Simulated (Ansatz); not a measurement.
# CuSi16: the cost of one run

Method: DFT PBE, plane waves, PAW, scalar-relativistic, no spin polarisation, in Ansatz 0.2.0.

## 1. Starting point

The cell holds 17 atoms (CuSi16): a = 7.679 Å, b = 7.679 Å, c = 7.679 Å, α = 60.00°, β = 60.00°, γ = 60.00°.

Its coordinates follow in the input file.

## 2. Relaxing end A

input.yaml

```yaml
crystal:
  lattice:
    - [0.0, 5.43, 5.43]
    - [5.43, 0.0, 5.43]
    - [5.43, 5.43, 0.0]
  atoms:
    - { symbol: Si, position: [0.0, 0.0, 0.0] }
    - { symbol: Si, position: [0.125, 0.125, 0.125] }
    - { symbol: Si, position: [0.0, 0.0, 0.5] }
    - { symbol: Si, position: [0.125, 0.125, 0.625] }
    - { symbol: Si, position: [0.0, 0.5, 0.0] }
    - { symbol: Si, position: [0.125, 0.625, 0.125] }
    - { symbol: Si, position: [0.0, 0.5, 0.5] }
    - { symbol: Si, position: [0.125, 0.625, 0.625] }
    - { symbol: Si, position: [0.5, 0.0, 0.0] }
    - { symbol: Si, position: [0.625, 0.125, 0.125] }
    - { symbol: Si, position: [0.5, 0.0, 0.5] }
    - { symbol: Si, position: [0.625, 0.125, 0.625] }
    - { symbol: Si, position: [0.5, 0.5, 0.0] }
    - { symbol: Si, position: [0.625, 0.625, 0.125] }
    - { symbol: Si, position: [0.5, 0.5, 0.5] }
    - { symbol: Si, position: [0.625, 0.625, 0.625] }
    - { symbol: Cu, position: [0.8158177, 0.8029785, 0.3033052] }
total_charge: 1
basis:
  ecutwfc: 420.0
kpoints:
  mp_grid: { grid: [2, 2, 2] }
hamiltonian:
  xc: pbe
  pseudopotentials: { kind: paw, azcp: { folder: soft_1 } }
scf:
  occupations: { method: gaussian, width: 0.05 }
  lower_state_search: "off"
relax:
  f_tol: 0.03
  max_steps: 60
  adjacent_minimum: "off"
```

The run is started by

```bash
$ ansatz run input.yaml --threads 1 --pin off --max-ram 3072MiB --backend cpu --events-out ev --progress --plain --runs-dir out
```

Q: Estimate wall time and peak memory on 1 thread of Arm Neoverse V1, shared host.

About 3 min, with a peak of 0.56 GiB.
